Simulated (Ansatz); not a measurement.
# C6H11F: a ladder of functionals and wavefunction methods

How much do the methods differ for C6H11F? The plan is to run it at one geometry with functionals of several rungs and with coupled cluster, and see how far each lands from CCSD(T) at the basis-set limit for the atomisation energy.

Method: functionals in def2-TZVPP, the program's frozen cores in correlated methods; program: Ansatz 0.2.0, Gaussian basis.

Levels to be run: LDA (SPW92), PBE-D4, revPBE-D4, BLYP-D4, r2SCAN-D4, B97M-V, PBE0-D4, B3LYP-D4, r2SCANh-D4, r2SCAN0-D4, HSE06-D4, BHLYP-D4, CAM-B3LYP-D4, LC-ωPBE, ωB97X-V, ωB97M-V, B2PLYP, PBE-QIDH; CCSD(T)/def2-SVP; CCSD(T)/def2-TZVPP; MP2/def2-QZVPP; extrapolation to the limit; RPA on PBE.

### 1 Structure used throughout

The geometry comes from an earlier relaxation with PBE0-D4 in a triple-zeta def2 set; it is a stationary point, not always the lowest conformer.

SMILES `FC1CCCCC1`, 18 atoms, charge 0, spin multiplicity 1.

Atoms are counted from 1 here; the program's logs count them from 0.

Bond lengths: F1–C2 1.399 Å, C2–C3 1.514 Å, C2–C7 1.514 Å, C2–H8 1.095 Å, C3–C4 1.523 Å, C3–H9 1.097 Å, C3–H10 1.093 Å, C4–C5 1.523 Å, C4–H11 1.095 Å, C4–H12 1.094 Å, C5–C6 1.523 Å, C5–H13 1.098 Å, C5–H14 1.094 Å, C6–C7 1.523 Å, C6–H15 1.095 Å, C6–H16 1.094 Å, C7–H17 1.093 Å, C7–H18 1.097 Å. Angles: F1–C2–C3 108.5°, F1–C2–C7 108.5°, F1–C2–H8 106.0°, C3–C2–C7 112.6°, C3–C2–H8 110.5°, C7–C2–H8 110.5°, C2–C3–C4 111.9°, C2–C3–H9 107.7°, C2–C3–H10 109.1°, C4–C3–H9 109.9°, C4–C3–H10 111.1°, H9–C3–H10 106.9°, C3–C4–C5 111.3°, C3–C4–H11 109.0°, C3–C4–H12 109.8°, C5–C4–H11 109.3°, C5–C4–H12 110.6°, H11–C4–H12 106.7° and more.

### 2 LDA

This LDA is Slater exchange with PW92 correlation.

Contents of in.yaml:

```yaml
crystal:
  periodic: [false, false, false]
  atoms:
    - {symbol: F, position_ang: [-2.175798, 0.166510, -0.408501]}
    - {symbol: C, position_ang: [-1.294309, 0.027159, 0.668867]}
    - {symbol: C, position_ang: [-0.535182, -1.272326, 0.502187]}
    - {symbol: C, position_ang: [0.406082, -1.231545, -0.694358]}
    - {symbol: C, position_ang: [1.343712, -0.034166, -0.618644]}
    - {symbol: C, position_ang: [0.560236, 1.265864, -0.497461]}
    - {symbol: C, position_ang: [-0.380472, 1.234083, 0.699793]}
    - {symbol: H, position_ang: [-1.918928, -0.005174, 1.567999]}
    - {symbol: H, position_ang: [0.036398, -1.444344, 1.422060]}
    - {symbol: H, position_ang: [-1.250212, -2.094663, 0.412970]}
    - {symbol: H, position_ang: [-0.186673, -1.170193, -1.613095]}
    - {symbol: H, position_ang: [0.975744, -2.163359, -0.749935]}
    - {symbol: H, position_ang: [2.003910, -0.143541, 0.251770]}
    - {symbol: H, position_ang: [1.991929, -0.004758, -1.499157]}
    - {symbol: H, position_ang: [-0.026693, 1.421609, -1.408757]}
    - {symbol: H, position_ang: [1.240027, 2.118229, -0.412374]}
    - {symbol: H, position_ang: [-0.988738, 2.141418, 0.746945]}
    - {symbol: H, position_ang: [0.198956, 1.189218, 1.629691]}
basis:
  gaussian: {orbitals: def2-TZVPP}
hamiltonian: {xc: lda}
output: {orbitals: {seedname: orbitals}}
```

Started as:

```console
$ ansatz run in.yaml --threads 2 --pin off --events-out ev --progress --plain --max-ram 32768MiB --backend cuda --devices 0, --max-vram 18GiB
```

After this run come: PBE-D4 (GGA); revPBE-D4 (GGA); BLYP-D4 (GGA); r2SCAN-D4 (meta-GGA); B97M-V (meta-GGA); B3LYP-D4 (hybrid); r2SCANh-D4 (hybrid); r2SCAN0-D4 (hybrid); HSE06-D4 (hybrid); BHLYP-D4 (hybrid); CAM-B3LYP-D4 (range-separated); LC-ωPBE (range-separated); ωB97X-V (range-separated); ωB97M-V (range-separated); B2PLYP (double hybrid); PBE-QIDH (double hybrid); CCSD(T) in def2-SVP; CCSD(T) in def2-TZVPP; MP2 in def2-QZVPP; RPA on PBE orbitals.

**Question.** What will the summary of the whole plan be? Wanted: atomisation energy, CCSD(T)/CBS; farthest beyond LDA; mean size of error, GGA; mean size of error, meta-GGA; mean size of error, hybrid; mean size of error, range-separated; mean size of error, double hybrid; gap, smallest and largest; T1 diagnostic.

The runs gave:

| quantity | value |
| --- | --- |
| atomisation energy, CCSD(T)/CBS | 77.022 eV |
| functionals within 0.385 eV (0.5 %) | revPBE-D4, r2SCAN-D4, B97M-V, B3LYP-D4, r2SCANh-D4, LC-ωPBE, ωB97X-V, ωB97M-V, PBE-QIDH |
| farthest beyond LDA | BHLYP-D4 (-1.837 eV) |
| mean size of error, GGA | 0.728 eV |
| mean size of error, meta-GGA | 0.206 eV |
| mean size of error, hybrid | 0.663 eV |
| mean size of error, range-separated | 0.313 eV |
| mean size of error, double hybrid | 0.461 eV |
| gap, smallest and largest | 7.20 eV (BLYP-D4), 14.28 eV (LC-ωPBE) |
| T1 diagnostic | 0.0097 |
| triples share of the correlation energy | 3.7 % |

**Reading.** LDA overbinds by 11.103 eV (14 %). PBE-D4 is off by +1.762 eV. Double hybrids carry the basis error of their MP2 part in triple zeta, and no dispersion term here, so their miss is partly the set-up's. The rungs meta-GGA, range-separated miss on average by less than the doubt on the reference (0.385 eV), so they tie. Misses under about 0.385 eV are within the doubt on the reference itself, which lacks core-valence correlation, relativity and higher excitations. Hartree-Fock recovers 75 % of the binding; the rest is correlation. CCSD(T) in def2-SVP is off by -2.676 eV, worse than the median functional, from the basis alone. The gap grows from 7.2 to 14.3 eV across the functionals, mostly with the share of exact exchange.
